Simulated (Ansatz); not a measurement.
# AlFH₂O₂: a ladder of functionals and wavefunction methods

One table from this session's results is given with a row withheld; the runs are named, their logs left out.

The runs use Ansatz 0.2.0, Gaussian basis; functionals in def2-TZVPP, the program's frozen cores in correlated methods.

The runs, in order: PBE-D4, r2SCAN-D4, PBE0-D4, B3LYP-D4, ωB97X-V, ωB97M-V, B2PLYP; CCSD(T)/def2-TZVPP; CCSD(T)/def2-QZVPP; extrapolation to the limit.

**Structure used throughout**

An earlier PBE0-D4 in a triple-zeta def2 set relaxation fixed the geometry.

6 atoms, charge 0, spin multiplicity 1.

Atoms are counted from 1 here; the program's logs count them from 0.

Bond lengths: O1–Al2 1.684 Å, O1–H5 0.955 Å, Al2–O3 1.680 Å, Al2–F4 1.642 Å, O3–H6 0.956 Å. Angles: Al2–O1–H5 123.6°, O1–Al2–O3 121.2°, O1–Al2–F4 120.9°, O3–Al2–F4 117.9°, Al2–O3–H6 122.5°.

Set-up of the first run:

in.yaml

```yaml
crystal:
  periodic: [false, false, false]
  atoms:
    - {symbol: O, position_ang: [-0.726878, 0.998158, 0.696024]}
    - {symbol: Al, position_ang: [0.064336, -0.028308, -0.378624]}
    - {symbol: O, position_ang: [0.877521, -1.395197, 0.162343]}
    - {symbol: F, position_ang: [0.064132, 0.277824, -1.991768]}
    - {symbol: H, position_ang: [-1.198996, 1.783675, 0.425970]}
    - {symbol: H, position_ang: [0.919885, -1.636143, 1.086046]}
basis:
  gaussian: {orbitals: def2-TZVPP}
hamiltonian: {xc: pbe, dispersion: d4}
output: {forces: true, orbitals: {seedname: orbitals}}
```

Run with:

```sh
ansatz run in.yaml --threads 2 --pin off --events-out ev --progress --plain --max-ram 32768MiB --backend cpu
```

Among the steps run: PBE-D4 (GGA); r2SCAN-D4 (meta-GGA); PBE0-D4 (hybrid); B3LYP-D4 (hybrid); ωB97X-V (range-separated); ωB97M-V (range-separated); B2PLYP (double hybrid); CCSD(T) in def2-TZVPP; CCSD(T) in def2-QZVPP.

One of the session's tables, all rows but one given; the rest of the session is left out.

```
            method  atomisation energy (eV)
            PBE-D4                   25.621
         r2SCAN-D4                   25.437
           PBE0-D4                   24.831
          B3LYP-D4                   25.127
           ωB97X-V                   25.308
           ωB97M-V                   25.395
            B2PLYP                   25.168
     HF/def2-TZVPP                   17.974
    MP2/def2-TZVPP                   25.936
   CCSD/def2-TZVPP                   24.399
CCSD(T)/def2-TZVPP                   24.814
           MP2/CBS                        ?
       CCSD(T)/CBS                   25.687
```

**Question.** Estimate the row for MP2/CBS.

**Answer.** atomisation energy (eV): 26.800. In the column «atomisation energy (eV)» it is the highest.

Limits of these values: Free atoms (2 O, 1 Al, 1 F, 2 H) were run apart at each level; the atomisation energy is their sum less the molecule, without zero-point or spin-orbit terms.
